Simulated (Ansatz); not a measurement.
**Indium, simple cubic: r²SCAN0 at the r²SCAN geometry**

How do the levels change when part of the exchange is made exact, and what does it cost? Spin polarisation is left out. The geometry was relaxed under r²SCAN beforehand and is kept. Exact exchange is dear, so the k-mesh is coarse, and r²SCAN is run on the same mesh for comparison.

Program: Ansatz 0.2.0. Level of theory: DFT, plane waves (500 eV) with PBE-made PAW files, scalar-relativistic; functionals as named at each step. These are calculated values, not measurements.

## 1. Starting point

Symmetry: Pm-3m, No. 221, cubic system. The conventional cell has a = 3.044 Å, b = 3.044 Å, c = 3.044 Å, α = 90.00°, β = 90.00°, γ = 90.00°. In (site symmetry m-3m) has 6 In at 3.04 Å as nearest neighbours.

As a file:

```cif
data_structure
_symmetry_space_group_name_H-M 'Pm-3m'
_symmetry_Int_Tables_number 221
_cell_length_a 3.0437
_cell_length_b 3.0437
_cell_length_c 3.0437
_cell_angle_alpha 90.000
_cell_angle_beta 90.000
_cell_angle_gamma 90.000
_cell_volume 28.20
loop_
_atom_site_label
_atom_site_type_symbol
_atom_site_symmetry_multiplicity
_atom_site_Wyckoff_symbol
_atom_site_fract_x
_atom_site_fract_y
_atom_site_fract_z
_atom_site_occupancy
In1 In 1 a 0.00000 0.00000 0.00000 1
```

## 2. r²SCAN, coarse mesh

The run with r²SCAN.

input.yaml reads:

```yaml
crystal:
  lattice:
    - [3.0437040649, 0.0, 0.0]
    - [0.0, 3.0437040649, 0.0]
    - [0.0, 0.0, 3.0437040649]
  atoms:
    - { symbol: In, position: [0.0, 0.0, 0.0] }
hamiltonian:
  xc: r2scan
  pseudopotentials:
    kind: paw
    azcp:
      In: "pseudopotentials/In.paw.azcp"
basis:
  ecutwfc: 500
  fft_grid_basis: typed
kpoints:
  mp_grid: { grid: [5, 5, 5], shift: [0, 0, 0] }
magnetization:
  spin_polarized: false
scf:
  occupations: { method: fermi_dirac, width: 0.1 }
```

Run with:

```bash
ansatz run input.yaml --threads 4 --pin off --max-ram 8192MiB --backend cpu --events-out ev --progress --plain --runs-dir out
```

Log, shortened:

```text
Warning: RAYON_NUM_THREADS=4 ignored (pool sized by the plan → 4); use --threads N
[...]
Pseudopotentials: kind: paw
Pseudopotential: In, paw, valence charge 13, recommended cutoff 500 eV (meta_gga), <dir>
Functional definition: r2SCAN
[...]
Crystal: 1 atoms, lattice volume = 28.197 Å³
Basis set: ecut = 500 eV, 739 PW (Γ), exchange–correlation on 96×96×96 points (64 copies of the dense FFT grid, shifted against one another)
Bands: 11, of which v1, the nominal top of the filled ones, is band 7 counted from 1 (6 counted from 0)
Symmetry: 48 space group operations
Space group: Pm-3m (ITA 221), of the structure as read, at distance tolerance 3.0e-5 Å
k-points: 10 of 125
[...]
SCF iter   1: F=—  HF=-5611.790877 eV  |F-HF|=—  |Δ(HF+E_count)|=         —  Δρ=7.81e-3  dr2=9.31e-3  dr2_τ=1.93e-3  ethr=1.77e-3  ⟨swp⟩=5.1  Hψ=676  notcnv=0
[...]
SCF iter   6: F=-5611.794253 eV  HF=-5611.794253 eV  |F-HF|=2.46e-11  |Δ(HF+E_count)|=   8.50e-9  Δρ=4.91e-7  dr2=9.05e-11  dr2_τ=1.32e-11  ethr=2.74e-11  ⟨swp⟩=1.0  Hψ=318  notcnv=0
[...]
SCF converged after 6 iterations
Free energy (F): -5611.794253 eV
[...]
E sigma→0 (E₀):  -5611.788044 eV
Entropy (-TS):   -0.012418 eV (-12.418 meV/atom)
Fermi energy:    8.828076 eV
[...]
```

It took 0.39 s on 4 threads of Arm Neoverse V2, shared host; peak memory 0.29 GiB.

## 3. r²SCAN0 on the coarse mesh

The run with r²SCAN0.

Changes to input.yaml since step 2:

```diff
@@ -8,3 +8,3 @@
 hamiltonian:
-  xc: r2scan
+  xc: r2scan0
   pseudopotentials:
```

Run with:

```bash
ansatz run input.yaml --threads 4 --pin off --max-ram 8192MiB --backend cpu --events-out ev --progress --plain --runs-dir out
```

Log, shortened:

```text
Warning: RAYON_NUM_THREADS=4 ignored (pool sized by the plan → 4); use --threads N
[...]
Pseudopotentials: kind: paw
Pseudopotential: In, paw, valence charge 13, recommended cutoff 500 eV (meta_gga), <dir>
Functional definition: r2SCAN0
[...]
Crystal: 1 atoms, lattice volume = 28.197 Å³
Basis set: ecut = 500 eV, 739 PW (Γ), exchange–correlation on 96×96×96 points (64 copies of the dense FFT grid, shifted against one another)
Bands: 11, of which v1, the nominal top of the filled ones, is band 7 counted from 1 (6 counted from 0)
Symmetry: 48 space group operations
Space group: Pm-3m (ITA 221), of the structure as read, at distance tolerance 3.0e-5 Å
k-points: 10 of 125
[...]
SCF iter   1: F=—  HF=-5611.790161 eV  |F-HF|=—  |Δ(HF+E_count)|=         —  Δρ=7.98e-3  dr2=9.82e-3  dr2_τ=1.90e-3  ethr=1.77e-3  ⟨swp⟩=10.9  Hψ=584  notcnv=0
[...]
Frozen-core exchange: fock
[...]
hybrid outer 2: dexx = +6.957e-8 eV, tail = 1.03e-7 eV, Δε = 3.04e-3 eV (about 6.75e-4 eV left of the loop's levels)
hybrid SCF converged: 2 outer / 9 inner (+7 warm-up), last move |dexx| = 6.96e-8 eV, tail = 1.03e-7 eV
Stability not checked: this state was not tested for a lower state beside it, because the functional holds exact exchange (a hybrid, or Hartree-Fock), whose exchange loop this test does not read (fock_operator; see scf.lower_state_search)
Free energy (F): -5611.535429 eV
Frozen-core exchange: fock
[...]
E sigma→0 (E₀):  -5611.529613 eV
Entropy (-TS):   -0.011634 eV (-11.634 meV/atom)
Fermi energy:    8.670186 eV
[...]
--- Band table (eV; the first three rows and the last of 10) ---
  k-point 0: bands = ["-8.9949", "-8.9949", "-8.2080", "-8.2080", "-8.2080", "-2.1284", "17.6810", "17.6810", "17.6810"]
[...]
  guard bands above this table: 2 of the run's 11 bands. The solve was not asked for them (output.publish_guard_bands: true or output.eigenvalues: true publishes all)
```

It took 3 s on 4 threads of Arm Neoverse V2, shared host; peak memory 0.72 GiB.

## 4. Side by side

| functional | gap on the mesh | Fermi energy (eV) | SCF cycles | exchange loops | CPU time |
| --- | --- | --- | --- | --- | --- |
| r²SCAN | none (levels filled in part) | 8.828 | 6 | - | 0.94 s |
| r²SCAN0 | none (levels filled in part) | 8.670 | 16 | 2 | 8.3 s |

## 5. Outcome

```
                                    quantity                         value
                                 r²SCAN: gap  none (levels filled in part)
                                r²SCAN0: gap  none (levels filled in part)
         r²SCAN0: SCF cycles, exchange loops                         16, 2
       r²SCAN0: CPU time over that of r²SCAN                           8.9
r²SCAN0: relative to body-centred tetragonal                  +69 meV/atom
```

In words: Neither r²SCAN nor r²SCAN0 shows a clean gap on this mesh. The hybrid took 8.9 times as much CPU time as r²SCAN on the same settings. The exchange operator of r²SCAN0 was renewed in 2 outer loops. To compare with dense-mesh energies, the change of r²SCAN from this mesh and smearing to its dense run (+14.5 meV/atom, from a run not shown) is added. Under r²SCAN0 it lies 69 meV/atom above body-centred tetragonal (computed apart in the same way); on such meshes a few tens of meV are uncertain for metals. Absolute energies differ from functional to functional, by eV per atom at times, and say nothing by themselves.
